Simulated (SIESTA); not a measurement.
The system is PW.

```
W P
1.0
     5.71700    0.00000    0.00000
     0.00000    3.23800    0.00000
     0.00000    0.00000    6.21900
W P
4 4
Direct
  0.50000 0.75000 0.32500
  0.50000 0.25000 0.67500
  0.00000 0.25000 0.82500
  0.00000 0.75000 0.17500
  0.30000 0.75000 0.88000
  0.70000 0.25000 0.12000
  0.20000 0.25000 0.38000
  0.80000 0.75000 0.62000
```

| Property | Result |
| --- | --- |
| Program | SIESTA 5.4.2 |
| Task | single point |
| Functional | PBEsol |
| Potentials or basis | PseudoDojo 0.4 standard (PBEsol files) |
| Basis | DZP (energy shift 0.003 Ry; two zetas on semicore shells) |
| Grid cutoff | 800 Ry |
| Energy shift | 0.003 Ry |
| k mesh | 5 × 8 × 5 |
| Occupations | fermi-dirac, width 0.05 eV |
| Spin | no spin polarisation |

On this cell: pressure 19.4 GPa; largest force 3.088 eV/Å; band gap on the k mesh none (metal or under the smearing width).

The same run follows on a disturbed copy (atoms moved at random, drawn with an rms of 0.05 Å):

```
W P
1.0
     5.71700    0.00000    0.00000
     0.00000    3.23800    0.00000
     0.00000    0.00000    6.21900
W P
4 4
Cartesian
  2.8771 2.4136 2.0097
  2.8743 0.8151 4.1844
  -0.0049 0.8337 5.1264
  -0.0112 2.4626 1.1267
  1.7133 2.4464 5.4838
  4.0048 0.8094 0.7219
  1.1250 0.7825 2.3981
  4.5589 2.4122 3.8613
```

What changes?

The energy (extrapolated to zero smearing) moves by -19.7 meV/atom; pressure 18.5 GPa; largest force 3.270 eV/Å; band gap on the k mesh none (metal or under the smearing width).

Forces on the atoms (eV/Å):
```
W   -0.787  0.159 -0.887
W   -0.410 -0.184  1.244
W    0.499 -0.454 -0.474
W   -0.094 -0.960  0.184
P   -0.012 -0.110  3.039
P   -0.041  0.165 -2.923
P    0.515  0.747  3.006
P    0.331  0.637 -3.190
```

Stress tensor (GPa, compression positive):
```
16.33  0.00  0.94
 0.00 23.60 -0.01
 0.94 -0.01 15.64
```

Caveats: short orbitals over semicore shells can move pressures by several GPa; the basis of atomic orbitals isn't converged, which shifts pressures, moduli and gaps; so large a pressure means that the cell lies far from this level's equilibrium, or that cutoff or potentials fall short (some runs); forces of over 1 eV/Å show positions far from the minimum, so gaps and moduli don't describe the material at rest (some runs).
